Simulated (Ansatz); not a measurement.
# C2H11FSi2: the cost of one run

All numbers below are computed with Ansatz 0.2.0 (UKS revPBE-D4/STO-3G).

### Step 1. The structure to begin with

Bond lengths: Si1–F2 2.005 Å, Si1–C3 1.900 Å, Si1–C4 1.899 Å, Si1–H5 1.502 Å, Si1–Si7 2.599 Å, C3–H8 1.084 Å, C3–H9 1.084 Å, C3–H10 1.085 Å, C4–H11 1.084 Å, C4–H12 1.085 Å, C4–H13 1.086 Å, Si7–H14 1.474 Å, Si7–H15 1.463 Å, Si7–H16 1.464 Å. Angles (14 of 28 angles, heavy atoms first): F2–Si1–C3 86.2°, F2–Si1–C4 86.1°, F2–Si1–Si7 82.0°, C3–Si1–C4 120.7°, C3–Si1–Si7 119.1°, C4–Si1–Si7 117.7°, F2–Si1–H5 165.9°, C3–Si1–H5 101.2°, C4–Si1–H5 100.1°, H5–Si1–Si7 84.0°, Si1–C3–H8 112.6°, Si1–C3–H9 110.9°, Si1–C3–H10 110.3°, Si1–C4–H11 112.7°.

As a file:

```xyz
16

Si   -0.3835   -0.1080   -0.0206
F     0.9413   -0.2271    1.4803
C    -1.4418    0.9318    1.1660
C    -0.4329   -2.0048    0.0449
H    -1.0907    0.1291   -1.3244
H     1.3899    0.2953    0.4868
Si    1.6303    1.0091   -1.2251
H    -0.8497    1.4330    1.9229
H    -2.0023    1.6845    0.6241
H    -2.1566    0.3014    1.6839
H    -0.2044   -2.3960    1.0302
H    -1.4155   -2.3657   -0.2412
H     0.2815   -2.4273   -0.6553
H     2.9539    1.5538   -0.8743
H     0.9000    2.1412   -1.7959
H     1.8804    0.0496   -2.3023
```

### Step 2. Run 1

150 steps of 0.5 fs at constant energy, with velocities drawn for 1000 K.

input.yaml reads:

```yaml
crystal:
  periodic: [false, false, false]
  atoms:
    - { symbol: Si, position_ang: [-0.3835, -0.108, -0.0206] }
    - { symbol: F, position_ang: [0.9413, -0.2271, 1.4803] }
    - { symbol: C, position_ang: [-1.4418, 0.9318, 1.166] }
    - { symbol: C, position_ang: [-0.4329, -2.0048, 0.0449] }
    - { symbol: H, position_ang: [-1.0907, 0.1291, -1.3244] }
    - { symbol: H, position_ang: [1.3899, 0.2953, 0.4868] }
    - { symbol: Si, position_ang: [1.6303, 1.0091, -1.2251] }
    - { symbol: H, position_ang: [-0.8497, 1.433, 1.9229] }
    - { symbol: H, position_ang: [-2.0023, 1.6845, 0.6241] }
    - { symbol: H, position_ang: [-2.1566, 0.3014, 1.6839] }
    - { symbol: H, position_ang: [-0.2044, -2.396, 1.0302] }
    - { symbol: H, position_ang: [-1.4155, -2.3657, -0.2412] }
    - { symbol: H, position_ang: [0.2815, -2.4273, -0.6553] }
    - { symbol: H, position_ang: [2.9539, 1.5538, -0.8743] }
    - { symbol: H, position_ang: [0.9, 2.1412, -1.7959] }
    - { symbol: H, position_ang: [1.8804, 0.0496, -2.3023] }
magnetization:
  spin_polarized: true
basis:
  gaussian: { orbitals: STO-3G }
hamiltonian:
  xc: revpbe
  dispersion: d4
md:
  timestep: 0.5
  n_steps: 150
  ensemble: nve
  temperature: 1000.0
  initial_velocities: maxwell_boltzmann
  seed: 442288
```

Command:

```
$ ansatz run input.yaml --threads 1 --pin off --max-ram 2048MiB --backend cpu --events-out ev --progress --plain --runs-dir out
```

**Question.** How long does this run take on 1 thread of Intel Xeon Platinum 8488C (Sapphire Rapids), shared host, and how much memory does it need?

About 10 min, with a peak of 0.15 GiB.
